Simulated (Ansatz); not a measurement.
Input of an Ansatz 0.2.0 run:

The input input.yaml:

```yaml
crystal:
  lattice:
    - [4.806367, 0.0, 0.0]
    - [0.0, 4.806367, 0.0]
    - [0.0, 0.0, 4.806367]
  atoms:
    - { symbol: Sb, position: [0.5, 0.5, 0.0] }
    - { symbol: Sb, position: [0.0, 0.5, 0.5] }
    - { symbol: Sb, position: [0.5, 0.0, 0.5] }
    - { symbol: In, position: [0.0, 0.0, 0.0] }
kpoints:
  mp_grid: { grid: [6, 6, 6] }
scf:
  occupations: { method: fermi_dirac, width: 0.05 }
hamiltonian:
  xc: pbesol
  pseudopotentials: { kind: all_electron, lapw: { basis_error: 0.002 } }
output:
  forces: true
  stress: true
relax:
  f_tol: 0.02
  max_steps: 60
  cell: { p_target: 5 }
```

Potentials or basis: all-electron LAPW, scalar-relativistic.

Command:

```sh
$ ansatz run input.yaml --threads 2 --pin off --max-ram 8192MiB --backend cpu --events-out ev --progress --plain --runs-dir out
```

**Question.** What does it give for the space group after relaxing (to 0.05 Å)?

**Answer.** Pm-3m (No. 221).

**Question.** Estimate the relaxed cell.

**Answer.** a = 4.616 Å, b = 4.616 Å, c = 4.616 Å, α = 90.00°, β = 90.00°, γ = 90.00°.

**Question.** Predict the relaxed volume.

**Answer.** 24.59 Å³/atom.

Final structure:
```yaml
crystal:
  lattice:
    - [4.61598, 0.00000, 0.00000]
    - [0.00000, 4.61598, 0.00000]
    - [0.00000, 0.00000, 4.61598]
  atoms:
    - { symbol: Sb, position: [0.50000, 0.50000, 0.00000] }
    - { symbol: Sb, position: [0.00000, 0.50000, 0.50000] }
    - { symbol: Sb, position: [0.50000, 0.00000, 0.50000] }
    - { symbol: In, position: [0.00000, 0.00000, 0.00000] }
```

The run has no spin-orbit coupling, so splittings on Sb are missing.
